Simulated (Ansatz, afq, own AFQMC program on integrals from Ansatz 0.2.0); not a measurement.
# CH8NOSi2 (doublet): AFQMC on the coupled-cluster ladder as a fragment species, def2-SVP

Aim: compute CH8NOSi2 (doublet) with auxiliary-field quantum Monte Carlo on the same integrals as coupled cluster, and set the energies side by side.

Program: Ansatz 0.2.0, Gaussian basis, and an in-house AFQMC program (afq) on its integrals; all values are calculated. Level of theory: def2-SVP, frozen cores. These are calculated values, not measurements.

Plan: PBE (unrestricted); CCSD(T) on UHF; r2SCAN (unrestricted); PBE0 (unrestricted); B3LYP (unrestricted); wB97M-V (unrestricted); B2PLYP (unrestricted); Phaseless AFQMC, CISD trial on UHF; Phaseless AFQMC, single-determinant trial on UHF.

### Step 1. The geometry

The geometry is a PBE0/def2-SVP stationary point (not a proven minimum).

13 atoms, charge 0, spin multiplicity 2.

Atoms are counted from 1 here; the program's logs count them from 0.

Bond lengths: C1–Si2 1.882 Å, C1–H6 1.101 Å, C1–H7 1.103 Å, C1–H8 1.100 Å, Si2–N3 1.735 Å, Si2–O4 1.673 Å, N3–H9 1.015 Å, N3–H10 1.015 Å, O4–Si5 1.655 Å, Si5–H11 1.492 Å, Si5–H12 1.496 Å, Si5–H13 1.495 Å. Angles: Si2–C1–H6 110.9°, Si2–C1–H7 109.5°, Si2–C1–H8 111.1°, H6–C1–H7 108.6°, H6–C1–H8 107.8°, H7–C1–H8 108.8°, C1–Si2–N3 108.0°, C1–Si2–O4 110.5°, N3–Si2–O4 105.2°, Si2–N3–H9 118.4°, Si2–N3–H10 118.5°, H9–N3–H10 110.3°, Si2–O4–Si5 143.8°, O4–Si5–H11 108.9°, O4–Si5–H12 110.9°, O4–Si5–H13 110.5°, H11–Si5–H12 109.1°, H11–Si5–H13 108.9° and more.

### Step 2. PBE (unrestricted)

The input, in.yaml:

```yaml
crystal:
  periodic: [false, false, false]
  atoms:
    - {symbol: C, position_ang: [-1.613545, -0.977308, -0.623060]}
    - {symbol: Si, position_ang: [-0.256492, -0.389874, 0.540978]}
    - {symbol: N, position_ang: [0.626171, -1.783431, 1.080038]}
    - {symbol: O, position_ang: [0.859985, 0.543986, -0.284539]}
    - {symbol: Si, position_ang: [1.225880, 2.089463, -0.749392]}
    - {symbol: H, position_ang: [-2.297294, -1.672352, -0.110860]}
    - {symbol: H, position_ang: [-1.161260, -1.498471, -1.483051]}
    - {symbol: H, position_ang: [-2.210007, -0.130840, -0.995019]}
    - {symbol: H, position_ang: [1.512340, -1.640291, 1.554671]}
    - {symbol: H, position_ang: [0.112332, -2.542446, 1.516442]}
    - {symbol: H, position_ang: [2.708201, 2.229788, -0.838625]}
    - {symbol: H, position_ang: [0.699689, 3.081900, 0.238675]}
    - {symbol: H, position_ang: [0.628699, 2.388975, -2.086459]}
basis:
  gaussian: {orbitals: def2-SVP}
magnetization: {spin_polarized: true, initial_magnetization: 1}
hamiltonian: {xc: {name: PBE}}
output: {orbitals: {seedname: orbitals}}
```

On the command line:

```console
> ansatz run in.yaml --threads 1 --pin off --events-out ev --progress --plain --max-ram 5632MiB --backend cpu
```

Standard output:

```text
Functional definition: PBE
  name "PBE"
  cite "Perdew, Burke & Ernzerhof, Phys. Rev. Lett. 77, 3865 (1996) doi:10.1103/PhysRevLett.77.3865"
  parent pbe
  parameter kappa = 0.804
  parameter beta = 0.06672455060314922
  exchange = pbe_x(kappa = kappa, mu = beta*pi^2/3)
  correlation = pbe_c(beta = beta)
1329 factors; their error is unknown
mean field evaluation 1: about -20421.3742 eV, gradient 6.5e1 eV
mean field evaluation 2: about -20356.4729 eV, gradient 1.3e2 eV
mean field evaluation 4: about -20438.1660 eV, gradient 1.3e1 eV
mean field evaluation 8: about -20438.9655 eV, gradient 3.8e-1 eV
mean field evaluation 16: about -20438.8749 eV, gradient 5.4e-4 eV
mean field -20438.87485305 eV, -751.1147968828 hartree, gradient 2.6e-5 eV, S^2 0.751421; 0 other end points of the search recorded, 0 dependent functions left out
reference -20438.87489698 eV, -751.1147984971 hartree; 29, 28 occupied and 89, 90 virtual orbitals, 1329 factors
Total energy: -20438.87489698 eV, -751.1147984971 hartree
```

Run time: 4.4 s. Hardware: 1 thread of AMD EPYC 7R13 (Zen 3), shared host; peak memory 3.9 GiB.

From the report: ⟨S²⟩ of the determinant 0.751 (pure doublet: 0.75).

### Step 3. CCSD(T) on UHF

Edit in.yaml of step 2 so:

```diff
@@ -19,3 +19,2 @@
 magnetization: {spin_polarized: true, initial_magnetization: 1}
-hamiltonian: {xc: {name: PBE}}
-output: {orbitals: {seedname: orbitals}}
+correlation: {method: ccsd_t, electrons: outside_noble_gas, hamiltonian_folder: ham}
```

On the command line:

```console
> ansatz run in.yaml --threads 1 --pin off --events-out ev --progress --plain --max-ram 16896MiB --backend cuda --devices 0, --max-vram 18GiB
```

Standard output, cut to the lines that bear on the results:

```text
Functional definition: HF
  name "HF"
  cite "Fock, Z. Phys. 61, 126 (1930) doi:10.1007/BF01340294"
  parent pbe
[...]
1163 factors; integrals over basis functions are off by at most 1.2e-3 eV
[...]
mean field -20394.23763046 eV, -749.4744092086 hartree, gradient 2.6e-6 eV, S^2 0.754322; 0 other end points of the search recorded, 0 dependent functions left out
13 core orbitals not correlated: weight in the atoms' cores, before any rotation towards them, 1.000 or more for the frozen orbitals, at most 0.000 for the correlated occupied ones
reference -20394.23763046 eV, -749.4744092086 hartree; 16, 15 occupied and 89, 90 virtual orbitals, 1163 factors
second order -18.41663339 eV of doubles, -0.00000000 eV of singles
cycle   1  -19.33762986 eV  change   -9.2e-1 eV  update   1.0e-1
[...]
cycle  10  -20.00160749 eV  change    3.4e-5 eV  update   3.1e-5
perturbative correction -0.50584227 eV, -0.0185893606 hartree
Total energy: -20414.74508022 eV, -750.2280440870 hartree
```

Wall time 7.5 s (1 × NVIDIA H100 80GB HBM3 with 1 thread of AMD EPYC 7R13 (Zen 3), shared host); peak host memory 3.9 GiB.

From the report: ⟨S²⟩ of the determinant 0.754 (pure doublet: 0.75); correlation -20.5074 eV; T1 0.013; largest double amplitude 0.02.

This run also writes the integrals to the folder ham.

### Step 4. r2SCAN (unrestricted)

Edit in.yaml of step 3 so:

```diff
@@ -19,2 +19,2 @@
 magnetization: {spin_polarized: true, initial_magnetization: 1}
-correlation: {method: ccsd_t, electrons: outside_noble_gas, hamiltonian_folder: ham}
+hamiltonian: {xc: {name: r2SCAN}}
```

On the command line:

```console
> ansatz run in.yaml --threads 1 --pin off --events-out ev --progress --plain --max-ram 5632MiB --backend cpu
```

Standard output:

```text
Functional definition: r2SCAN
  name "r2SCAN"
  cite "Furness, Kaplan, Ning, Perdew & Sun, J. Phys. Chem. Lett. 11, 8208 (2020) doi:10.1021/acs.jpclett.0c02405"
  cite "Furness, Kaplan, Ning, Perdew & Sun, J. Phys. Chem. Lett. 11, 9248 (2020) doi:10.1021/acs.jpclett.0c03077"
  parent r2scan
  parameter k0 = 0.174
  parameter k1 = 0.065
  parameter a1 = 4.9479
  exchange = r2scan_x(k0 = k0, k1 = k1, a1 = a1)
  correlation = r2scan_c
1329 factors; their error is unknown
mean field evaluation 1: about -20434.7969 eV, gradient 5.9e1 eV
mean field evaluation 2: about -20400.8671 eV, gradient 1.0e2 eV
mean field evaluation 4: about -20448.8287 eV, gradient 7.4e0 eV
mean field evaluation 8: about -20449.0910 eV, gradient 1.9e-1 eV
mean field evaluation 16: about -20449.0020 eV, gradient 3.5e-4 eV
mean field -20449.00199911 eV, -751.4869626359 hartree, gradient 2.3e-5 eV, S^2 0.752651; 0 other end points of the search recorded, 0 dependent functions left out
reference -20449.00201306 eV, -751.4869631486 hartree; 29, 28 occupied and 89, 90 virtual orbitals, 1329 factors
Total energy: -20449.00201306 eV, -751.4869631486 hartree
```

It took 9 s on 1 thread of AMD EPYC 7R13 (Zen 3), shared host; peak memory 3.9 GiB.

From the report: ⟨S²⟩ of the determinant 0.753 (pure doublet: 0.75).

### Step 5. PBE0 (unrestricted)

Edit in.yaml of step 4 so:

```diff
@@ -19,2 +19,3 @@
 magnetization: {spin_polarized: true, initial_magnetization: 1}
-hamiltonian: {xc: {name: r2SCAN}}
+hamiltonian: {xc: {name: PBE0}}
+output: {orbitals: {seedname: orbitals}}
```

Launched as before.

Standard output:

```text
Functional definition: PBE0
  name "PBE0"
  cite "Adamo & Barone, J. Chem. Phys. 110, 6158 (1999) doi:10.1063/1.478522"
  cite "Perdew, Burke & Ernzerhof, Phys. Rev. Lett. 77, 3865 (1996) doi:10.1103/PhysRevLett.77.3865"
  parent pbe
  parameter a = 0.25
  parameter kappa = 0.804
  parameter beta = 0.06672455060314922
  exchange = (1 - a)*pbe_x(kappa = kappa, mu = beta*pi^2/3) + a*exact_x
  correlation = pbe_c(beta = beta)
1163 factors; integrals over basis functions are off by at most 1.2e-3 eV
mean field evaluation 1: about -20429.7980 eV, gradient 5.2e1 eV
mean field evaluation 2: about -20416.4352 eV, gradient 7.5e1 eV
mean field evaluation 4: about -20440.7642 eV, gradient 3.8e0 eV
mean field evaluation 8: about -20440.9442 eV, gradient 4.2e-1 eV
mean field evaluation 16: about -20440.9450 eV, gradient 1.2e-4 eV
mean field -20440.94499483 eV, -751.1908731899 hartree, gradient 3.7e-5 eV, S^2 0.751910; 0 other end points of the search recorded, 0 dependent functions left out
reference -20440.94502802 eV, -751.1908744097 hartree; 29, 28 occupied and 89, 90 virtual orbitals, 1163 factors
Total energy: -20440.94502802 eV, -751.1908744097 hartree
```

Run time: 6 s. Hardware: 1 thread of AMD EPYC 7R13 (Zen 3), shared host; peak memory 3.9 GiB.

From the report: ⟨S²⟩ of the determinant 0.752 (pure doublet: 0.75).

### Step 6. B3LYP (unrestricted)

Edit in.yaml of step 5 so:

```diff
@@ -19,3 +19,2 @@
 magnetization: {spin_polarized: true, initial_magnetization: 1}
-hamiltonian: {xc: {name: PBE0}}
-output: {orbitals: {seedname: orbitals}}
+hamiltonian: {xc: {name: B3LYP}}
```

The command is unchanged.

Standard output, cut to the lines that bear on the results:

```text
Functional definition: B3LYP
  name "B3LYP"
  cite "Stephens, Devlin, Chabalowski & Frisch, J. Phys. Chem. 98, 11623 (1994) doi:10.1021/j100096a001"
  cite "Becke, Phys. Rev. A 38, 3098 (1988) doi:10.1103/PhysRevA.38.3098"
  cite "Lee, Yang & Parr, Phys. Rev. B 37, 785 (1988) doi:10.1103/PhysRevB.37.785"
  cite "Vosko, Wilk & Nusair, Can. J. Phys. 58, 1200 (1980) doi:10.1139/p80-159"
[...]
1163 factors; integrals over basis functions are off by at most 1.2e-3 eV
[...]
mean field -20454.09903355 eV, -751.6742751966 hartree, gradient 1.7e-5 eV, S^2 0.751750; 0 other end points of the search recorded, 0 dependent functions left out
reference -20454.09933512 eV, -751.6742862792 hartree; 29, 28 occupied and 89, 90 virtual orbitals, 1163 factors
Total energy: -20454.09933512 eV, -751.6742862792 hartree
```

It took 5.5 s on 1 thread of AMD EPYC 7R13 (Zen 3), shared host; peak memory 3.9 GiB.

From the report: ⟨S²⟩ of the determinant 0.752 (pure doublet: 0.75).

### Step 7. wB97M-V (unrestricted)

Edit in.yaml of step 6 so:

```diff
@@ -19,2 +19,3 @@
 magnetization: {spin_polarized: true, initial_magnetization: 1}
-hamiltonian: {xc: {name: B3LYP}}
+hamiltonian: {xc: {name: wB97M-V}}
+output: {orbitals: {seedname: orbitals}}
```

The command is unchanged.

Standard output, cut to the lines that bear on the results:

```text
Functional definition: wB97M-V
  name "wB97M-V"
  cite "Mardirossian & Head-Gordon, J. Chem. Phys. 144, 214110 (2016) doi:10.1063/1.4952647"
  cite "Becke, J. Chem. Phys. 107, 8554 (1997) doi:10.1063/1.475007"
  cite "Vydrov & Van Voorhis, J. Chem. Phys. 133, 244103 (2010) doi:10.1063/1.3521275"
  # Of w^i u^j: cxij and so on, Table III.
[...]
  gx(w, u) = 1 - cx + cx01*u + cx10*w
  gss(w, u) = css00 + css04*u^4 + css10*w + css20*w^2 + css43*w^4*u^3
  gos(w, u) = cos00 + cos10*w + (cos20 + cos21*u)*w^2 + (cos60 + cos61*u)*w^6
[...]
      + integral(e_c_pw_mod_opposite_spin*gos(b97_w_opposite, b97_u_opposite)) + vv10(b, c)
1163 factors; integrals over basis functions are off by at most 1.2e-3 eV
385 factors; integrals over basis functions are off by at most 7.4e-6 eV
[...]
mean field -20449.52359447 eV, -751.5061309120 hartree, gradient 4.1e-5 eV, S^2 0.751512; 0 other end points of the search recorded, 0 dependent functions left out
reference -20449.52364427 eV, -751.5061327418 hartree; 29, 28 occupied and 89, 90 virtual orbitals, 1163 factors
Total energy: -20449.52364427 eV, -751.5061327418 hartree
```

Run time: 22 s. Hardware: 1 thread of AMD EPYC 7R13 (Zen 3), shared host; peak memory 3.9 GiB.

From the report: ⟨S²⟩ of the determinant 0.752 (pure doublet: 0.75).

### Step 8. B2PLYP (unrestricted)

Edit in.yaml of step 7 so:

```diff
@@ -19,3 +19,3 @@
 magnetization: {spin_polarized: true, initial_magnetization: 1}
-hamiltonian: {xc: {name: wB97M-V}}
-output: {orbitals: {seedname: orbitals}}
+hamiltonian: {xc: {name: B2PLYP}}
+correlation: {electrons: outside_noble_gas}
```

Launched as before.

Standard output, cut to the lines that bear on the results:

```text
Functional definition: B2PLYP
  name "B2PLYP"
  cite "Grimme, J. Chem. Phys. 124, 034108 (2006) doi:10.1063/1.2148954"
  cite "Becke, Phys. Rev. A 38, 3098 (1988) doi:10.1103/PhysRevA.38.3098"
  cite "Lee, Yang & Parr, Phys. Rev. B 37, 785 (1988) doi:10.1103/PhysRevB.37.785"
[...]
1163 factors; integrals over basis functions are off by at most 1.2e-3 eV
[...]
mean field -20435.12200693 eV, -750.9768823314 hartree, gradient 3.8e-6 eV, S^2 0.753150; 0 other end points of the search recorded, 0 dependent functions left out
13 core orbitals not correlated: weight in the atoms' cores, before any rotation towards them, 1.000 or more for the frozen orbitals, at most 0.000 for the correlated occupied ones
reference -20435.12220015 eV, -750.9768894323 hartree; 16, 15 occupied and 89, 90 virtual orbitals, 1163 factors
second order -22.59639084 eV of doubles, -0.00000000 eV of singles
Total energy: -20441.22322568 eV, -751.2010979850 hartree
```

Wall time 7.5 s (1 thread of AMD EPYC 7R13 (Zen 3), shared host); peak memory 3.9 GiB.

From the report: ⟨S²⟩ of the determinant 0.753 (pure doublet: 0.75).

### Step 9. Phaseless AFQMC, CISD trial on UHF

It reads the integrals that the CCSD(T) run on this determinant wrote.

On the command line:

```console
> afq ham --method phaseless --trial cisd --walkers 800 --populations 20 --least-time 60 --time-step 0.005 --steps-per-block 50 --equilibration-blocks 28 --max-blocks 4000 --target-error 0.00034 --factor-cut 1e-05 --start spin_pure --seed 1805 --release-times 0.21,0.42,0.63,0.9 --release-step 0.03 --release-every 5 --taylor-order 6
```

Standard output:

```text
orbitals 105  electrons 16 15  factors 872 of 1163
reference energy -749.47440921 Eh
CCSD correlation -0.73504644 Eh in 14 cycles, weight of the determinant in the CISD state 0.7764
energy of the start -750.209056 Eh
 block  time / (1/Eh)  mean weight  energy / Eh
     1     0.250  0.9999  -750.177663
     2     0.500  0.9994  -750.192981
     3     0.750  0.9986  -750.205487
     4     1.000  1.0005  -750.213240
     5     1.250  1.0007  -750.217520
     6     1.500  0.9995  -750.219105
     7     1.750  0.9989  -750.221786
     8     2.000  0.9998  -750.230355
     9     2.250  1.0006  -750.231827
    10     2.500  0.9980  -750.229007
    13     3.250  0.9997  -750.233742
    16     4.000  1.0009  -750.233442
    19     4.750  0.9987  -750.230810
    22     5.500  0.9994  -750.234467
    25     6.250  1.0021  -750.230936
    28     7.000  0.9979  -750.234682
    31     7.750  0.9996  -750.228589
    34     8.500  0.9997  -750.232684
    37     9.250  0.9995  -750.225363
    40    10.000  0.9993  -750.225987
    43    10.750  0.9988  -750.233020
    46    11.500  0.9996  -750.243135
    49    12.250  1.0003  -750.221334
    52    13.000  1.0005  -750.231166
    55    13.750  1.0012  -750.233769
    58    14.500  1.0004  -750.227018
    61    15.250  1.0001  -750.227619
    64    16.000  0.9998  -750.227965
    67    16.750  0.9994  -750.233057
    70    17.500  1.0001  -750.227575
    73    18.250  1.0003  -750.229368
    76    19.000  1.0002  -750.230290
    79    19.750  1.0000  -750.229309
    82    20.500  1.0000  -750.228478
    85    21.250  1.0004  -750.234195
    88    22.000  0.9993  -750.238010
    91    22.750  0.9994  -750.227678
    94    23.500  0.9999  -750.230750
    97    24.250  1.0004  -750.230252
   100    25.000  0.9994  -750.232142
   103    25.750  1.0010  -750.230090
   106    26.500  0.9994  -750.230971
   109    27.250  1.0010  -750.234420
   112    28.000  0.9999  -750.230141
   115    28.750  1.0006  -750.235019
   118    29.500  1.0008  -750.230339
   121    30.250  1.0001  -750.228642
   124    31.000  1.0023  -750.242171
   127    31.750  1.0004  -750.225839
   130    32.500  0.9978  -750.233123
   133    33.250  0.9999  -750.228399
   136    34.000  1.0006  -750.227140
error from the spread of 20 populations
released: time / (1/Eh)  energy / Eh  error  mean overlap
  0.21  -750.230936  0.000588  0.9944
  0.42  -750.230140  0.000541  0.9990
  0.63  -750.230630  0.000929  0.9986
  0.90  -750.232808  0.000841  0.9766
energy -750.230655 +/- 0.000660 Eh
```

It took 5.9 min on 1 × NVIDIA H100 80GB HBM3 with 2 threads of AMD EPYC 7R13 (Zen 3), shared host; peak host memory 3.9 GiB.

Energy -20414.8161 ± 0.0180 eV. Caveats: constraint bias not in the error; error above the target.

### Step 10. Phaseless AFQMC, single-determinant trial on UHF

It reads the integrals that the CCSD(T) run on this determinant wrote.

On the command line:

```console
> afq ham --method phaseless --trial hf --walkers 800 --populations 10 --least-time 40 --time-step 0.005 --steps-per-block 20 --equilibration-blocks 112 --max-blocks 4000 --target-error 0.0017000000000000001 --factor-cut 1e-05 --start spin_pure --seed 9433 --taylor-order 6
```

Standard output:

```text
orbitals 105  electrons 16 15  factors 872 of 1163
reference energy -749.47440921 Eh
CCSD correlation -0.73504644 Eh in 14 cycles, weight of the determinant in the CISD state 0.7764
energy of the start -749.474501 Eh
 block  time / (1/Eh)  mean weight  energy / Eh
     1     0.100  1.0046  -749.675167
     2     0.200  1.0058  -749.818245
     3     0.300  1.0063  -749.928832
     4     0.400  1.0066  -749.996355
     5     0.500  1.0029  -750.041161
     6     0.600  1.0028  -750.087095
     7     0.700  1.0023  -750.112366
     8     0.800  1.0015  -750.128572
     9     0.900  0.9998  -750.140581
    10     1.000  1.0019  -750.160899
    13     1.300  1.0012  -750.185944
    25     2.500  0.9986  -750.227707
    37     3.700  0.9999  -750.246131
    49     4.900  1.0002  -750.240235
    61     6.100  0.9993  -750.228011
    73     7.300  0.9997  -750.236033
    85     8.500  1.0007  -750.225876
    97     9.700  1.0000  -750.238967
   109    10.900  0.9988  -750.221937
   121    12.100  0.9991  -750.226883
   133    13.300  1.0014  -750.201183
   145    14.500  1.0014  -750.238800
   157    15.700  0.9996  -750.227593
   169    16.900  0.9994  -750.235896
   181    18.100  0.9996  -750.246112
   193    19.300  1.0004  -750.229449
   205    20.500  1.0001  -750.225161
   217    21.700  1.0006  -750.205622
   229    22.900  1.0004  -750.238130
   241    24.100  0.9998  -750.247173
   253    25.300  1.0004  -750.238187
   265    26.500  1.0000  -750.220943
   277    27.700  0.9993  -750.249862
   289    28.900  1.0000  -750.256099
   301    30.100  1.0005  -750.250326
   313    31.300  1.0004  -750.233369
   325    32.500  1.0002  -750.227410
   337    33.700  0.9988  -750.220440
   349    34.900  0.9989  -750.250853
   361    36.100  1.0013  -750.239170
   373    37.300  0.9987  -750.222022
   385    38.500  0.9985  -750.233195
   397    39.700  1.0006  -750.248482
   409    40.900  0.9986  -750.234222
   421    42.100  1.0014  -750.238395
   433    43.300  0.9996  -750.220384
   445    44.500  1.0004  -750.231646
   457    45.700  1.0003  -750.225348
   469    46.900  0.9997  -750.223488
   481    48.100  1.0012  -750.241889
error from the spread of 10 populations
energy -750.232936 +/- 0.002850 Eh
```

Run time: 2.4 min. Hardware: 1 × NVIDIA H100 80GB HBM3 with 2 threads of AMD EPYC 7R13 (Zen 3), shared host; peak host memory 3.9 GiB.

Energy -20414.8782 ± 0.0775 eV. Caveats: constraint bias not in the error; error above the target.

### Step 11. AFQMC on the ladder

On the UHF determinant, counted from CCSD(T) (a yardstick, not exact):

| level | energy (eV) | from CCSD(T) (kJ/mol) | statistical error (kJ/mol) | time |
| --- | --- | --- | --- | --- |
| HF | -20394.2376 | +1978.7 |  |  |
| MP2 | -20412.6543 | +201.7 |  |  |
| CCSD | -20414.2392 | +48.8 |  |  |
| CCSD(T) | -20414.7451 | 0.0 |  |  |
| Phaseless AFQMC, CISD trial, step 0.005, 800 walkers | -20414.8161 | -6.9 | 1.7 | 5.9 min |
| Phaseless AFQMC, single-determinant trial, step 0.005, 800 walkers | -20414.8782 | -12.8 | 7.5 | 2.4 min |

The functionals' totals stand on their own zeros and serve differences with other points: PBE -20438.875 eV; r2SCAN -20449.002 eV; PBE0 -20440.945 eV; B3LYP -20454.099 eV; wB97M-V -20449.524 eV; B2PLYP -20441.223 eV.

### Step 12. Results

| quantity | value |
| --- | --- |
| Phaseless AFQMC, CISD trial on UHF from CCSD(T) | -6.9 ± 1.7 kJ/mol |
| Phaseless AFQMC, single-determinant trial on UHF from CCSD(T) | -12.8 ± 7.5 kJ/mol |

What this shows: On UHF the phaseless walk with the CISD trial lies -6.9 kJ/mol from CCSD(T), 4 times its error bar. Error bars are statistical and leave out the constraint, the time step and what remains of the start.
